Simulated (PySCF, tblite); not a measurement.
# C₃H₆BN: geometry, infrared bands, NMR shifts and spin-spin couplings

Wanted: the infrared bands, NMR shifts and spin-spin couplings of C₃H₆BN (`NBC1=CC1`), by calculation.

Programs: tblite 0.8.0 and PySCF 2.14.0, with density-fitted response routines of our own. Each step states its level of theory. These are calculated values for one molecule in the gas phase, unless marked as measured. Atoms are numbered from 0 throughout.

## 1. The starting structure

11 atoms, charge 0, multiplicity 1; geometry from: force field or distance geometry start.

Bonds of the start (Å): N0–B1 1.52, B1–C2 1.57, C2–C3 1.45, C3–C4 1.41, C4–C2 1.39, N0–H5 1.04, N0–H6 1.05, B1–H7 1.18, C3–H8 1.08, C4–H9 1.11, C4–H10 1.10.

## 2. Geometry optimisation with GFN2-xTB

What the job is given:

```
{"job": {"kind": "relax", "xc": "GFN2-xTB", "basis": "xTB"}, "charge": 0, "multiplicity": 1}
N     -2.105600    -0.542400     0.584600
B     -1.108500     0.601700     0.542600
C      0.340900     0.358000    -0.012600
C      1.657600     0.858400    -0.350600
C      1.292600    -0.479300    -0.581400
H     -1.692900    -1.317000     1.136300
H     -2.223500    -0.881200    -0.398400
H     -1.399300     1.668800     0.962800
H      2.393200     1.649000    -0.370400
H      1.113700    -0.705700    -1.656000
H      1.737200    -1.207600     0.117300
```

The run is started by

```sh
$ OMP_NUM_THREADS=1 python probes_run.py task.json out
```

This one command runs all jobs of the session in turn.

**Question.** This job is followed by: GFN2-xTB harmonic vibrations, gas phase; GIAO PBE0/pcSseg-1 NMR shielding, non-relativistic, gas phase; B3LYP/pcJ-1 indirect spin-spin coupling, non-relativistic, gas phase. What will the session give for the following? strongest single infrared mode (GFN2-xTB); zero-point energy (GFN2-xTB); 13C shifts against TMS (PBE0/pcSseg-1); 1H shifts against TMS (PBE0/pcSseg-1, means over atoms taken as alike); 15N shifts against NH3 (PBE0/pcSseg-1); 11B shifts against BF3·OEt2 (PBE0/pcSseg-1); largest coupling of the table (B3LYP/pcJ-1).

The runs gave:

```
                                                              quantity                       value
                             strongest single infrared mode (GFN2-xTB)        620 cm⁻¹, 243 km/mol
                                          zero-point energy (GFN2-xTB)               53.5 kcal/mol
                                13C shifts against TMS (PBE0/pcSseg-1)       140.4, 124.8, 3.8 ppm
1H shifts against TMS (PBE0/pcSseg-1, means over atoms taken as alike)  8.21, 5.34, 4.62, 0.77 ppm
                                15N shifts against NH3 (PBE0/pcSseg-1)                   119.8 ppm
                           11B shifts against BF3·OEt2 (PBE0/pcSseg-1)                    29.2 ppm
                           largest coupling of the table (B3LYP/pcJ-1)     1J(C,H) C3–H8, 237.5 Hz
```

What this shows: The optimisation took 161 steps and gained 2.213 eV; among the close pairs (by a distance rule), C2–C3 changed most, from 1.449 to 1.310 Å. All 27 modes are real, so the xTB geometry is a minimum. The strongest single mode, at 620 cm⁻¹, has its largest shares on H6, H5 and N0 (the list is cut at 3 atoms). GFN2-xTB is a fitted tight-binding method: band positions and strengths are rough. Its intensities can rank the bands wrongly. Of the pairs tabulated at B3LYP/pcJ-1, C3–H8 couples most strongly (237.5 Hz; Fermi contact 238.2 Hz). Couplings across rotatable bonds belong to this one conformer; where others are populated, the observed values are averages.
